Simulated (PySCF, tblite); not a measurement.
# C₆H₁₁GaGe: geometry, infrared bands and NMR shifts

What infrared bands and NMR shifts should C₆H₁₁GaGe (`C=CC#[C][GaH][CH2][CH2][GeH3]`) show?

Computed with tblite 0.8.0 and PySCF 2.14.0, with density-fitted response routines of our own, on a single molecule in the gas phase. Atoms are numbered from 0 throughout.

## (1) The molecule as given

19 atoms, charge 0, multiplicity 1; geometry from: force field or distance geometry start.

Bonds of the start (Å): C0–C1 1.33, C1–C2 1.44, C2–C3 1.20, C3–Ga4 2.20, Ga4–C5 1.80, C5–C6 1.51, C6–Ge7 1.93, C0–H8 1.09, C0–H9 1.07, C1–H10 1.08, Ga4–H11 1.69, C5–H12 1.10, C5–H13 1.08, C6–H14 1.10, C6–H15 1.14, Ge7–H16 1.55, Ge7–H17 1.54, Ge7–H18 1.57.

## (2) Relaxing the molecule with GFN2-xTB

The job: settings as JSON, then the geometry in Å.

```
{"job": {"kind": "relax", "xc": "GFN2-xTB", "basis": "xTB"}, "charge": 0, "multiplicity": 1}
C      3.486100     2.198300     0.059800
C      3.585600     0.973600    -0.459200
C      2.546100     0.049900    -0.072600
C      1.664100    -0.715100     0.217600
Ga     0.100600    -2.149200     0.793000
C     -1.417700    -1.579900     0.012000
C     -1.599400    -0.140200     0.439100
Ge    -3.224900     0.500500    -0.372900
H      2.611700     2.358600     0.694700
H      4.198100     2.976000    -0.140300
H      4.409000     0.682100    -1.095400
H      0.614300    -3.756600     0.823100
H     -1.212400    -1.571100    -1.070300
H     -2.262000    -2.232300     0.194500
H     -0.778900     0.535100     0.152300
H     -1.662100    -0.121300     1.580800
H     -3.846100    -0.536000    -1.349500
H     -2.978500     1.773200    -1.210900
H     -4.243500     0.763600     0.796600
```

Command:

```sh
OMP_NUM_THREADS=1 python probes_run.py task.json out
```

The driver reads the jobs from task.json and runs them one after another.

**Question.** This job is followed by: GFN2-xTB harmonic vibrations, gas phase; GIAO PBE0/pcSseg-1 NMR shielding, non-relativistic, gas phase. What will the session give for the following? strongest single infrared mode (GFN2-xTB); zero-point energy (GFN2-xTB); 13C shifts against TMS (PBE0/pcSseg-1); 1H shifts against TMS (PBE0/pcSseg-1, means over atoms taken as alike); 73Ge shifts against GeMe4 (PBE0/pcSseg-1); shieldings of Ga (PBE0/pcSseg-1); surface potential, 1st and 99th percentile.

**Answer**, as computed:

| quantity | value |
| --- | --- |
| strongest single infrared mode (GFN2-xTB) | 1538 cm⁻¹, 743 km/mol |
| zero-point energy (GFN2-xTB) | 81.5 kcal/mol |
| 13C shifts against TMS (PBE0/pcSseg-1) | 138.9, 125.3, 121.1, 114.2, 22.6, 11.8 ppm |
| 1H shifts against TMS (PBE0/pcSseg-1, means over atoms taken as alike) | 6.59, 6.21, 6.19, 5.96, 3.48, 1.67, 1.28 ppm |
| 73Ge shifts against GeMe4 (PBE0/pcSseg-1) | -229 ppm |
| shieldings of Ga (PBE0/pcSseg-1) | Ga4 1228.4 ppm |
| surface potential, 1st and 99th percentile | -0.84 V and 2.32 V |

What this shows: Relaxing lowered the energy by 1.463 eV in 115 steps; the close pair that moved most is Ga4–C5, from 1.800 to 2.046 Å. No mode is imaginary among the 51: a minimum at this level. The strongest single mode, at 1538 cm⁻¹, moves mainly H11. GFN2-xTB is a fitted tight-binding method: band positions and strengths are rough. Its intensities can rank the bands wrongly. The most deshielded carbon is C0 (terminal =CH2 carbon), at 138.9 ppm: as expected for a trigonal carbon in a double bond. At PBE0/pcSseg-1: The largest span, 405 ppm, is at Ga4, where the paramagnetic term is -1409 ppm. At PBE0/pcSseg-1, counted by nearest atom on the grid, the HOMO lies on C3 24 %; C0, C2 about 16 % each, the LUMO on Ga4 39 %; C0, C2, C3 about 11 % each. Spin-orbit coupling is left out, which matters for shieldings and couplings at and beside the heavy atoms.
